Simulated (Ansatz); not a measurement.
# Ca3F: the cost of one run

Program: Ansatz 0.2.0. Level of theory: DFT PBE, scalar-relativistic, plane waves, PAW. These are calculated values, not measurements.

2 further runs of the same task are left out: 2 set aside as unsound or not needed.

## 1. The structure to begin with

Symmetry: P4/mmm, No. 123, tetragonal system. Conventional cell: a = 4.514 Å, b = 4.514 Å, c = 4.468 Å, α = 90.00°, β = 90.00°, γ = 90.00°. Ca (site symmetry mmm) is surrounded by 8 Ca at 3.18 to 3.19 Å and 4 F at 3.18 Å. Ca (site symmetry 4/mmm) is surrounded by 8 Ca at 3.18 Å and 4 F at 3.19 Å. F (site symmetry 4/mmm) has 12 Ca at 3.18 to 3.19 Å as nearest neighbours.

Coordinates:

```
Ca F
1.0
     4.51449    0.00000    0.00000
     0.00000    4.51449    0.00000
     0.00000    0.00000    4.46809
Ca F
3 1
Direct
  0.00000 0.50000 0.50000
  0.50000 0.00000 0.50000
  0.50000 0.50000 0.00000
  0.00000 0.00000 0.00000
```

This is candidate A: Cu3Pd type (P4/mmm, No. 123).

(A quick probe on a coarse mesh, which set the mesh and smearing, is not shown.)

## 3. Coarse relaxation (candidate A)

File input.yaml:

```yaml
crystal:
  lattice:
    - [4.5144928071, 0.0, 0.0]
    - [0.0, 4.5144928071, 0.0]
    - [0.0, 0.0, 4.4680901221]
  atoms:
    - { symbol: Ca, position: [0.0, 0.5, 0.5] }
    - { symbol: Ca, position: [0.5, 0.0, 0.5] }
    - { symbol: Ca, position: [0.5, 0.5, 0.0] }
    - { symbol: F, position: [0.0, 0.0, 0.0] }
basis:
  ecutwfc: 420
kpoints:
  mp_grid: { grid: [4, 4, 4] }
hamiltonian:
  xc: pbe
scf:
  occupations: { method: gaussian, width: 0.1 }
  lower_state_search: "off"
output:
  forces: true
  stress: true
  eigenvalues: true
relax:
  adjacent_minimum: "off"
  f_tol: 0.04
  max_steps: 70
  cell: { stress_tol: 0.4 }
```

Launch:

```sh
> ansatz run input.yaml --threads 1 --pin off --max-ram 2560MiB --backend cpu --events-out ev --progress --plain --runs-dir out
```

What time and memory should one allow on 1 thread of Arm Neoverse V2, shared host?

About 45 s, with a peak of 0.37 GiB.
